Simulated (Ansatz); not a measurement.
**CF₃NOZr: one species, many methods**

An exercise on one series of results from a longer session: the logs are not shown, and one member is left open.

The runs use Ansatz 0.2.0, Gaussian basis; functionals in def2-TZVPP, the program's frozen cores in correlated methods.

The runs, in order: LDA (SPW92), PBE-D4, revPBE-D4, BLYP-D4, r2SCAN-D4, B97M-V, PBE0-D4, B3LYP-D4, r2SCANh-D4, r2SCAN0-D4, HSE06-D4, BHLYP-D4, CAM-B3LYP-D4, LC-ωPBE, ωB97X-V, ωB97M-V, B2PLYP, PBE-QIDH; CCSD(T)/def2-SVP; CCSD(T)/def2-TZVPP; MP2/def2-QZVPP; extrapolation to the limit; RPA on PBE.

**The geometry**

All runs share one geometry, relaxed beforehand with PBE0-D4 in a triple-zeta def2 set. Zr takes the def2 core potential; no spin-orbit term is included.

SMILES `O=C=[N][Zr]([F])([F])[F]`, 7 atoms, charge 0, spin multiplicity 1.

Atoms are counted from 1 here; the program's logs count them from 0.

Bond lengths: O1–C2 1.161 Å, C2–N3 1.204 Å, N3–Zr4 2.026 Å, Zr4–F5 1.892 Å, Zr4–F6 1.892 Å, Zr4–F7 1.892 Å. Angles: O1–C2–N3 180.0°, C2–N3–Zr4 179.7°, N3–Zr4–F5 109.7°, N3–Zr4–F6 109.7°, N3–Zr4–F7 109.7°, F5–Zr4–F6 109.3°, F5–Zr4–F7 109.2°, F6–Zr4–F7 109.2°.

As a file:

```mol
CF3NOZr
  3D, bonds by distance, orders not assigned

  7  6  0  0  0  0  0  0  0  0999 V2000
    1.7429   -2.1636    1.7551 O   0  0
    1.1273   -1.3976    1.1369 C   0  0
    0.4888   -0.6029    0.4957 N   0  0
   -0.5860    0.7271   -0.5903 Zr  0  0
    0.5801    1.9729   -1.4084 F   0  0
   -1.7904    1.6495    0.5408 F   0  0
   -1.5628   -0.1854   -1.9298 F   0  0
  1  2  8  0
  2  3  8  0
  3  4  8  0
  4  5  8  0
  4  6  8  0
  4  7  8  0
M  END
```

Set-up of the first run:

in.yaml reads:

```yaml
crystal:
  periodic: [false, false, false]
  atoms:
    - {symbol: O, position_ang: [1.742874, -2.163635, 1.755073]}
    - {symbol: C, position_ang: [1.127330, -1.397634, 1.136908]}
    - {symbol: N, position_ang: [0.488772, -0.602901, 0.495703]}
    - {symbol: Zr, position_ang: [-0.585966, 0.727141, -0.590340]}
    - {symbol: F, position_ang: [0.580139, 1.972894, -1.408383]}
    - {symbol: F, position_ang: [-1.790384, 1.649529, 0.540801]}
    - {symbol: F, position_ang: [-1.562755, -0.185394, -1.929762]}
basis:
  gaussian: {orbitals: def2-TZVPP}
hamiltonian: {xc: lda}
output: {orbitals: {seedname: orbitals}}
```

Command:

```console
$ ansatz run in.yaml --threads 4 --pin off --events-out ev --progress --plain --max-ram 10444MiB
```

Steps of the session up to this table: LDA; PBE-D4 (GGA); revPBE-D4 (GGA); BLYP-D4 (GGA); r2SCAN-D4 (meta-GGA); B97M-V (meta-GGA); PBE0-D4 (hybrid); B3LYP-D4 (hybrid); r2SCANh-D4 (hybrid); r2SCAN0-D4 (hybrid); HSE06-D4 (hybrid); BHLYP-D4 (hybrid); CAM-B3LYP-D4 (range-separated); LC-ωPBE (range-separated); ωB97X-V (range-separated); ωB97M-V (range-separated); B2PLYP (double hybrid); PBE-QIDH (double hybrid).

One table of the session follows, with a row left open; its other results are not shown here.

It belongs to the step «Frontier levels by functional». 

| functional | HOMO (eV) | LUMO (eV) | gap (eV) |
| --- | --- | --- | --- |
| LDA (SPW92) | -8.21 | -2.91 | 5.30 |
| PBE-D4 | -7.93 | -2.59 | 5.34 |
| revPBE-D4 | -7.83 | -2.47 | 5.36 |
| BLYP-D4 | -7.80 | -2.49 | 5.31 |
| r2SCAN-D4 | -8.26 | -2.42 | 5.84 |
| B97M-V | -8.25 | -2.34 | 5.91 |
| PBE0-D4 | -9.37 | -1.77 | 7.59 |
| B3LYP-D4 | -9.12 | -2.02 | 7.10 |
| r2SCANh-D4 | -8.80 | -2.12 | 6.67 |
| r2SCAN0-D4 | ? | ? | ? |
| HSE06-D4 | -8.96 | -2.15 | 6.81 |
| BHLYP-D4 | -10.71 | -0.80 | 9.91 |
| CAM-B3LYP-D4 | -10.74 | -0.67 | 10.06 |
| LC-ωPBE | -12.01 | 0.59 | 12.61 |
| ωB97X-V | -11.66 | 0.50 | 12.16 |
| ωB97M-V | -11.58 | 0.22 | 11.80 |

Q: Estimate the row for r2SCAN0-D4 from the others.

Worked estimate for «HOMO (eV)». Against the share of exact exchange, r2SCAN-D4 (0, -8.26), r2SCANh-D4 (0.1, -8.80) give a slope of -5.40 per unit share; at 0.25 the line stands at -9.61.

As computed: HOMO (eV): -9.61; LUMO (eV): -1.66; gap (eV): 7.95. In «HOMO (eV)» the line misses by 0.00.
